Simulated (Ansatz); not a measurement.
**CH₆O₃SZr: small, medium and large basis sets**

One table from this session's results is given with a row withheld; the runs are named, their logs left out.

Program: Ansatz 0.2.0, Gaussian basis. Level of theory: one geometry, several basis sets. These are calculated values, not measurements.

The runs, in order: PBE0-D4/def2-SVP; ωB97M-V/def2-SVP; PBE0-D4/def2-QZVPP; ωB97M-V/def2-QZVPP; the functionals' def2-TZVPP values are taken from earlier runs.

### Structure used throughout

An earlier PBE0-D4 in a triple-zeta def2 set relaxation fixed the geometry. Zr takes the def2 core potential; no spin-orbit term is included.

SMILES `C[S][Zr]([OH])([OH])[OH]`, 12 atoms, charge 0, spin multiplicity 1.

Atoms are counted from 1 here; the program's logs count them from 0.

Bond lengths: C1–S2 1.826 Å, C1–H7 1.093 Å, C1–H8 1.090 Å, C1–H9 1.089 Å, S2–Zr3 2.455 Å, Zr3–O4 1.917 Å, Zr3–O5 1.928 Å, Zr3–O6 1.921 Å, O4–H10 0.953 Å, O5–H11 0.952 Å, O6–H12 0.952 Å. Angles: S2–C1–H7 112.6°, S2–C1–H8 108.1°, S2–C1–H9 110.2°, H7–C1–H8 107.5°, H7–C1–H9 109.2°, H8–C1–H9 109.3°, C1–S2–Zr3 95.3°, S2–Zr3–O4 106.2°, S2–Zr3–O5 107.5°, S2–Zr3–O6 108.4°, O4–Zr3–O5 112.7°, O4–Zr3–O6 112.9°, O5–Zr3–O6 108.9°, Zr3–O4–H10 161.8°, Zr3–O5–H11 157.5°, Zr3–O6–H12 166.5°.

The first run:

in.yaml reads:

```yaml
crystal:
  periodic: [false, false, false]
  atoms:
    - {symbol: C, position_ang: [-0.616753, -1.272346, 1.707121]}
    - {symbol: S, position_ang: [1.012258, -1.317405, 0.883342]}
    - {symbol: Zr, position_ang: [0.495336, 0.452860, -0.737771]}
    - {symbol: O, position_ang: [2.059278, 0.655587, -1.827047]}
    - {symbol: O, position_ang: [-1.044457, -0.117940, -1.747589]}
    - {symbol: O, position_ang: [0.048284, 2.050904, 0.230893]}
    - {symbol: H, position_ang: [-1.412022, -0.919959, 1.045050]}
    - {symbol: H, position_ang: [-0.869960, -2.287676, 2.012425]}
    - {symbol: H, position_ang: [-0.574660, -0.632120, 2.587619]}
    - {symbol: H, position_ang: [2.804357, 1.041874, -2.277978]}
    - {symbol: H, position_ang: [-1.530749, -0.470069, -2.486957]}
    - {symbol: H, position_ang: [-0.370911, 2.816301, 0.610870]}
basis:
  gaussian: {orbitals: def2-SVP}
hamiltonian: {xc: pbe0, dispersion: d4}
output: {orbitals: {seedname: orbitals}}
```

Run with:

```bash
> ansatz run in.yaml --threads 4 --pin off --events-out ev --progress --plain --max-ram 11315MiB
```

Among the steps run: PBE0-D4 in def2-SVP; ωB97M-V in def2-SVP; PBE0-D4 in def2-QZVPP; ωB97M-V in def2-QZVPP.

One table of the session follows, with a row left open; its other results are not shown here.

It belongs to the step «Functionals by basis». 

| functional | basis | HOMO (eV) |
| --- | --- | --- |
| PBE0-D4 | def2-SVP | -6.29 |
| PBE0-D4 | def2-TZVPP | -6.44 |
| PBE0-D4 | def2-QZVPP | -6.48 |
| ωB97M-V | def2-SVP | -8.40 |
| ωB97M-V | def2-TZVPP | ? |
| ωB97M-V | def2-QZVPP | -8.63 |

Estimate the missing values for ωB97M-V, def2-TZVPP.

The run gave: HOMO (eV): -8.58. In the column «HOMO (eV)» it lies between ωB97M-V, def2-QZVPP (-8.63) and ωB97M-V, def2-SVP (-8.40).
